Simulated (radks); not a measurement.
# Co²⁰⁺ in [He] 2s2 2p1 3s2: an all-electron calculation

The task here is to estimate one member of a computed series from the others.

Method: scalar-relativistic Kohn-Sham, RPBE, spin-polarised, spherical densities, finite nucleus; open shells are filled with parallel spins first. Code: radks (a radial shooting solver on a logarithmic mesh, Libxc functionals) version 1.

## The system

| Property | Result |
| --- | --- |
| element | cobalt (Z = 27) |
| charge | +20 |
| electrons | 7 |
| configuration | [He] 2s2 2p1 3s2 |
| nuclear rms radius | 3.7875 fm |

Outer shells as boxes (Hund's rule):

Co²⁰⁺
```
[He] core
2s [↑↓]
2p [↑ ][  ][  ]
3s [↑↓]
```

Set-up of the first run:

The run's settings:

```text
Z 27
configuration [He] 2s2 2p1 3s2
relativity scalar-relativistic
functional rpbe,pbe
spin polarised
nucleus finite rms 3.7875 fm
c 137.035999084
```

Started as:

```sh
python run_ks.py task.json out
```

The same process makes all the runs of this session.

Among the steps run: Self-consistent calculation.

One table of the session follows, with a row left open; its other results are not shown here.

It belongs to the step «Orbitals and density». From the orbitals of this run (lengths in bohr):

| level | <r> | outermost maximum (interpolated) | 90 % within | nodes |
| --- | --- | --- | --- | --- |
| 1s up | ? | ? | ? | ? |
| 1s down | 0.05588 | 0.0367 | 0.0997 | 0 |
| 2s up | 0.2359 | 0.203 | 0.361 | 1 |
| 2s down | 0.2366 | 0.203 | 0.362 | 1 |
| 2p up | 0.2028 | 0.160 | 0.327 | 0 |
| 2p down | 0.2035 | 0.161 | 0.328 | 0 |
| 3s up | 0.5636 | 0.536 | 0.814 | 2 |
| 3s down | 0.5650 | 0.538 | 0.816 | 2 |

Estimate the missing values for 1s up.

The run gave: <r>: 0.05593; outermost maximum (interpolated): 0.0367; 90 % within: 0.0998; nodes: 0. In the column «<r>» it lies between 1s down (0.05588) and 2p up (0.2028).
